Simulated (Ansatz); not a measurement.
# C₂H₉NO₃Si: a ladder of functionals and wavefunction methods

One table from this session's results is given with a row withheld; the runs are named, their logs left out.

Program: Ansatz 0.2.0, Gaussian basis. Level of theory: functionals in def2-TZVPP, the program's frozen cores in correlated methods. These are calculated values, not measurements.

Levels to be run: LDA (SPW92), PBE-D4, revPBE-D4, BLYP-D4, r2SCAN-D4, B97M-V, PBE0-D4, B3LYP-D4, r2SCANh-D4, r2SCAN0-D4, HSE06-D4, BHLYP-D4, CAM-B3LYP-D4, LC-ωPBE, ωB97X-V, ωB97M-V, B2PLYP, PBE-QIDH; CCSD(T)/def2-SVP; CCSD(T)/def2-TZVPP; MP2/def2-QZVPP; extrapolation to the limit; RPA on PBE.

### Structure used throughout

All runs share one geometry, relaxed beforehand with PBE0-D4 in a triple-zeta def2 set.

SMILES `CN(C)[Si](O)(O)O`, 16 atoms, charge 0, spin multiplicity 1.

Atoms are counted from 1 here; the program's logs count them from 0.

Bond lengths: C1–N2 1.442 Å, C1–H8 1.100 Å, C1–H9 1.098 Å, C1–H10 1.089 Å, N2–C3 1.444 Å, N2–Si4 1.700 Å, C3–H11 1.092 Å, C3–H12 1.099 Å, C3–H13 1.098 Å, Si4–O5 1.636 Å, Si4–O6 1.641 Å, Si4–O7 1.641 Å, O5–H14 0.958 Å, O6–H15 0.958 Å, O7–H16 0.957 Å. Angles: N2–C1–H8 111.8°, N2–C1–H9 110.8°, N2–C1–H10 110.4°, H8–C1–H9 107.2°, H8–C1–H10 108.5°, H9–C1–H10 108.0°, C1–N2–C3 113.8°, C1–N2–Si4 125.0°, C3–N2–Si4 120.8°, N2–C3–H11 110.7°, N2–C3–H12 111.8°, N2–C3–H13 111.0°, H11–C3–H12 108.0°, H11–C3–H13 107.8°, H12–C3–H13 107.4°, N2–Si4–O5 111.7°, N2–Si4–O6 104.6°, N2–Si4–O7 115.8° and more.

Coordinates:

```xyz
16
C2H9NO3Si
C     1.24205    0.36418    1.19930
N     0.43082   -0.21443    0.15671
C     0.78150   -1.57747   -0.16490
Si   -0.94373    0.51558   -0.52756
O    -1.07740    0.17877   -2.12279
O    -0.75872    2.11676   -0.21710
O    -2.39031   -0.02545    0.02644
H     1.15193   -0.19368    2.14276
H     2.30347    0.35662    0.91758
H     0.94908    1.39763    1.37992
H     0.15165   -1.95705   -0.97153
H     0.66365   -2.24507    0.70030
H     1.82711   -1.64830   -0.49347
H    -0.37363    0.52070   -2.67547
H    -1.55925    2.64133   -0.26190
H    -2.42123   -0.25272    0.95583
```

Set-up of the first run:

in.yaml reads:

```yaml
crystal:
  periodic: [false, false, false]
  atoms:
    - {symbol: C, position_ang: [1.242050, 0.364178, 1.199296]}
    - {symbol: N, position_ang: [0.430823, -0.214425, 0.156705]}
    - {symbol: C, position_ang: [0.781502, -1.577470, -0.164904]}
    - {symbol: Si, position_ang: [-0.943735, 0.515576, -0.527562]}
    - {symbol: O, position_ang: [-1.077399, 0.178771, -2.122794]}
    - {symbol: O, position_ang: [-0.758720, 2.116763, -0.217098]}
    - {symbol: O, position_ang: [-2.390312, -0.025448, 0.026436]}
    - {symbol: H, position_ang: [1.151931, -0.193683, 2.142758]}
    - {symbol: H, position_ang: [2.303471, 0.356618, 0.917585]}
    - {symbol: H, position_ang: [0.949080, 1.397634, 1.379923]}
    - {symbol: H, position_ang: [0.151647, -1.957050, -0.971530]}
    - {symbol: H, position_ang: [0.663648, -2.245068, 0.700295]}
    - {symbol: H, position_ang: [1.827114, -1.648301, -0.493468]}
    - {symbol: H, position_ang: [-0.373626, 0.520697, -2.675471]}
    - {symbol: H, position_ang: [-1.559246, 2.641326, -0.261898]}
    - {symbol: H, position_ang: [-2.421229, -0.252716, 0.955826]}
basis:
  gaussian: {orbitals: def2-TZVPP}
hamiltonian: {xc: lda}
output: {orbitals: {seedname: orbitals}}
```

Run with:

```
ansatz run in.yaml --threads 2 --pin off --events-out ev --progress --plain --max-ram 32768MiB --backend cuda --devices 0, --max-vram 18GiB
```

Among the steps run: LDA; PBE-D4 (GGA); revPBE-D4 (GGA); BLYP-D4 (GGA); r2SCAN-D4 (meta-GGA); B97M-V (meta-GGA); B3LYP-D4 (hybrid); r2SCANh-D4 (hybrid); r2SCAN0-D4 (hybrid); HSE06-D4 (hybrid); BHLYP-D4 (hybrid); CAM-B3LYP-D4 (range-separated); LC-ωPBE (range-separated); ωB97X-V (range-separated); ωB97M-V (range-separated); B2PLYP (double hybrid); PBE-QIDH (double hybrid).

One of the session's tables, all rows but one given; the rest of the session is left out.

It belongs to the step «Orbital energies across the functionals». 

```
  functional  HOMO (eV)  LUMO (eV)  gap (eV)
 LDA (SPW92)      -5.21      -0.50      4.71
      PBE-D4      -5.08      -0.32      4.76
   revPBE-D4      -5.03      -0.23      4.79
     BLYP-D4      -4.98      -0.36      4.62
   r2SCAN-D4          ?          ?         ?
      B97M-V      -5.47      -0.12      5.35
     PBE0-D4      -6.44       0.54      6.98
    B3LYP-D4      -6.23       0.17      6.40
  r2SCANh-D4      -5.84       0.60      6.44
  r2SCAN0-D4      -6.62       0.97      7.59
    HSE06-D4      -6.04       0.17      6.21
    BHLYP-D4      -7.76       1.15      8.91
CAM-B3LYP-D4      -7.85       1.28      9.13
     LC-ωPBE      -9.19       2.64     11.83
     ωB97X-V      -8.85       2.40     11.26
     ωB97M-V      -8.77       1.94     10.71
```

Q: Estimate the row for r2SCAN-D4 from the others.

Worked estimate for «HOMO (eV)». Against the share of exact exchange, r2SCANh-D4 (0.1, -5.84), r2SCAN0-D4 (0.25, -6.62) give a slope of -5.20 per unit share; at 0 the line stands at -5.32.

The run gave: HOMO (eV): -5.32; LUMO (eV): 0.34; gap (eV): 5.67. In «HOMO (eV)» the line misses by 0.00.
